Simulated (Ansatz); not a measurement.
# H7NPSbSi: small, medium and large basis sets

One table from this session's results is given with a row withheld; the runs are named, their logs left out.

Program: Ansatz 0.2.0, Gaussian basis. Level of theory: one geometry, several basis sets. These are calculated values, not measurements.

The runs, in order: PBE0-D4/def2-SVP; ωB97M-V/def2-SVP; PBE0-D4/def2-QZVPP; ωB97M-V/def2-QZVPP; the functionals' def2-TZVPP values are taken from earlier runs.

**The geometry**

An earlier PBE0-D4 in a triple-zeta def2 set relaxation fixed the geometry. Sb takes the def2 core potential; no spin-orbit term is included.

SMILES `[SiH3]P[NH][SbH2]`, 11 atoms, charge 0, spin multiplicity 1.

Atoms are counted from 1 here; the program's logs count them from 0.

Bond lengths: Si1–P2 2.255 Å, Si1–H5 1.486 Å, Si1–H6 1.488 Å, Si1–H7 1.490 Å, P2–N3 1.707 Å, P2–H8 1.430 Å, N3–Sb4 2.040 Å, N3–H9 1.009 Å, Sb4–H10 1.715 Å, Sb4–H11 1.720 Å. Angles: P2–Si1–H5 108.6°, P2–Si1–H6 108.1°, P2–Si1–H7 113.2°, H5–Si1–H6 109.5°, H5–Si1–H7 108.2°, H6–Si1–H7 109.2°, Si1–P2–N3 101.9°, Si1–P2–H8 94.5°, N3–P2–H8 103.7°, P2–N3–Sb4 126.1°, P2–N3–H9 111.8°, Sb4–N3–H9 115.2°, N3–Sb4–H10 94.5°, N3–Sb4–H11 96.3°, H10–Sb4–H11 90.1°.

Set-up of the first run:

Input file in.yaml:

```yaml
crystal:
  periodic: [false, false, false]
  atoms:
    - {symbol: Si, position_ang: [-0.805874, 1.893490, 0.083350]}
    - {symbol: P, position_ang: [0.966251, 0.727899, 0.848824]}
    - {symbol: N, position_ang: [1.010225, -0.594888, -0.228440]}
    - {symbol: Sb, position_ang: [-0.406456, -2.051914, -0.403178]}
    - {symbol: H, position_ang: [-0.396164, 2.627310, -1.142359]}
    - {symbol: H, position_ang: [-1.208027, 2.867436, 1.134494]}
    - {symbol: H, position_ang: [-1.973185, 1.032065, -0.257310]}
    - {symbol: H, position_ang: [0.277474, 0.212197, 1.990476]}
    - {symbol: H, position_ang: [1.955862, -0.888697, -0.422941]}
    - {symbol: H, position_ang: [0.138227, -2.586144, -1.938742]}
    - {symbol: H, position_ang: [0.507165, -3.295754, 0.356227]}
basis:
  gaussian: {orbitals: def2-SVP}
hamiltonian: {xc: pbe0, dispersion: d4}
output: {orbitals: {seedname: orbitals}}
```

Launch:

```console
$ ansatz run in.yaml --threads 4 --pin off --events-out ev --progress --plain --max-ram 10444MiB
```

Steps of the session up to this table: PBE0-D4 in def2-SVP; ωB97M-V in def2-SVP; PBE0-D4 in def2-QZVPP; ωB97M-V in def2-QZVPP.

One of the session's tables, all rows but one given; the rest of the session is left out.

It belongs to the step «Density functionals: the series». 

| functional | basis | HOMO (eV) |
| --- | --- | --- |
| PBE0-D4 | def2-SVP | -6.70 |
| PBE0-D4 | def2-TZVPP | ? |
| PBE0-D4 | def2-QZVPP | -6.80 |
| ωB97M-V | def2-SVP | -8.73 |
| ωB97M-V | def2-TZVPP | -8.84 |
| ωB97M-V | def2-QZVPP | -8.86 |

**Question.** Estimate the row for PBE0-D4, def2-TZVPP.

**Answer.** HOMO (eV): -6.78. In the column «HOMO (eV)» it lies between PBE0-D4, def2-QZVPP (-6.80) and PBE0-D4, def2-SVP (-6.70).
